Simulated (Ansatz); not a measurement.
The system is Cu2BrCl.

```
Br Cu Cl
1.0
     1.85551    1.07128    6.04751
    -1.85551    1.07128    6.04751
     0.00000   -2.14256    6.04751
Br Cu Cl
1 2 1
Direct
  0.00000 0.00000 0.00000
  0.75160 0.75160 0.75160
  0.24840 0.24840 0.24840
  0.50000 0.50000 0.50000
```

The cell comes from a database or a generator and needn't be the stable form of this composition.

Base run:

| Item | Value |
| --- | --- |
| Program | Ansatz 0.2.0 |
| Functional | PBE |
| Potentials or basis | Ansatz PAW |
| Cutoff | 420 eV |
| Density cutoff | 1680 eV |
| k mesh | 8 × 8 × 8 |
| Occupations | fermi-dirac, width 0.05 eV |
| Spin | no spin polarisation |
| Hubbard terms | Cu d U = 1 eV |

Its results: band gap on the k mesh 0.48 eV, direct; pressure 1.4 GPa; largest force 0.115 eV/Å.

**Question.** After a change of settings the same cell gave: band gap on the k mesh 1.23 eV, direct; pressure 2.2 GPa; largest force 0.124 eV/Å. Which change was it?
A. hubbard terms from Cu d U = 1 eV to Cu d U = 4 eV
B. hubbard terms from Cu d U = 1 eV to Cu d U = 2 eV
C. hubbard terms from Cu d U = 1 eV to none; hubbard projectors from ortho-atomic (the default) to none

**Answer.** A.

Caveats: the density of states is complete only up to the lowest level of the last band computed.

Not every run made on this cell is shown here.
